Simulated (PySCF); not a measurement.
**A gas-phase reaction: H2S2Zn + BrH → BrHSZn + H2S**

Aim: the reaction energy of `[SH][Zn][SH]` + `Br` → `[SH][Zn][Br]` + `S`.

Computed with PySCF 2.14.0; each step states its level. No surroundings beyond the atoms listed, unless a continuum is named. Atoms count from 0, parts from 1.

### 1 The system as given

Each species was relaxed by itself at PBE0-D3(BJ)/def2-SVPD.

### 2 Energies of the species: wB97M-D3(BJ)/def2-TZVPD

The job: settings as JSON, then the geometry in Å.

```
{"job": {"kind": "react", "xc": "wB97M-D3(BJ)", "basis": "def2-TZVPD"}, "charge": 0, "multiplicity": 1}
-1 H2S2Zn charge 0 multiplicity 1
S      1.992960     0.024930     0.958060
Zn     0.184340     0.137340    -0.254910
S     -1.595420     0.272560    -1.507760
H      1.754650    -1.257290     1.321780
H     -2.336540     0.822460    -0.517170

-1 BrH charge 0 multiplicity 1
Br     0.714970     0.010500     0.013660
H     -0.708410    -0.007230    -0.013790

+1 BrHSZn charge 0 multiplicity 1
S     -0.706360     0.857120     1.244620
Zn     0.359120    -0.518790    -0.061880
Br     1.468760    -1.955240    -1.385900
H     -1.121520     1.616920     0.203160

+1 H2S charge 0 multiplicity 1
S     -0.004910     0.615210     0.016680
H     -0.982180    -0.315580    -0.014890
H      0.967580    -0.320790    -0.008010
```

With the program's defaults for keys left out, this is: wB97M-D3(BJ)/def2-TZVPD reaction energy of separated species, gas phase.

On the command line:

```bash
$ OMP_NUM_THREADS=1 python cluster_run.py task.json out
```

The driver reads the jobs from task.json and runs them one after another.

**Question.** The jobs that follow are: PBE0-D3(BJ)/def2-TZVPD reaction energy of separated species, gas phase; MP2/def2-TZVPD reaction energy of separated species, gas phase. Predict: reaction energy (wB97M-D3(BJ)/def2-TZVPD); ΔH, ΔG at 298 K (xTB thermal terms). Thermal terms come from harmonic xTB runs on each species.

The runs gave:

| quantity | value |
| --- | --- |
| reaction energy (wB97M-D3(BJ)/def2-TZVPD) | -12.54 kcal/mol |
| ΔH, ΔG at 298 K (xTB thermal terms) | -11.9, -12.2 kcal/mol |
| range of the reaction energy over the runs of this table | -12.54 to -12.25 kcal/mol |

What this shows: The reaction is exothermic by 11.9 kcal/mol in the gas phase; dispersion gives +0.17, and xTB itself gave -16.31 for the electronic energy (xTB energies and thermal terms come from the earlier relaxation of each species, not shown). No barrier was sought. The reaction energy runs from -12.54 (wB97M-D3(BJ)/def2-TZVPD) to -12.25 kcal/mol (PBE0-D3(BJ)/def2-TZVPD).
